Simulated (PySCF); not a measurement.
# B2ClH7P2: the cost of one run

The runs use PySCF 2.14.0, with density-fitted response routines of our own; the level of theory stands in each step. All values are computed, except where a source is named. Atoms are numbered from 0 throughout.

## Step 1: Starting geometry

12 atoms, charge 0, multiplicity 1; geometry from: GFN2-xTB. The atoms were then displaced at random by about 0.01 Å, so the start is not that level's minimum.

Bonds of the start (Å): Cl0–B1 1.84, B1–P2 1.96, P2–B3 1.92, B3–P4 1.99, P4–B1 1.96, B1–H5 1.18, P2–H6 1.40, P2–H7 1.42, B3–H8 1.16, B3–H9 1.19, P4–H10 1.38, P4–H11 1.39.

## Step 2: Geometry optimisation at PBE0-D3(BJ)/def2-SVP

What the job is given:

```
{"job": {"xc": "PBE0", "basis": "def2-SVP", "d3": "d3bj", "grid": 1, "shake": 0.01, "kind": "geom"}, "charge": 0, "multiplicity": 1}
Cl    -0.174710    -2.863040     0.111670
B      0.015040    -1.201630    -0.658300
P      1.290740    -0.047670     0.278920
B      0.100760     1.460300     0.175290
P     -1.335770     0.117440    -0.114860
H      0.187190    -1.227550    -1.828830
H      1.522800    -0.521240     1.572840
H      2.662180     0.029450    -0.091520
H      0.251790     2.044860    -0.819450
H     -0.033660     2.125600     1.154360
H     -2.485650     0.350190    -0.848790
H     -1.961040    -0.294980     1.059650
```

Run with:

```
$ OMP_NUM_THREADS=1 python probes_run.py task.json out
```

This one command runs all jobs of the session in turn.

Q: Estimate the wall time and peak memory of this first job on 1 thread of Arm Neoverse V1, shared host.

About 46 s, with a peak of 0.5 GiB.
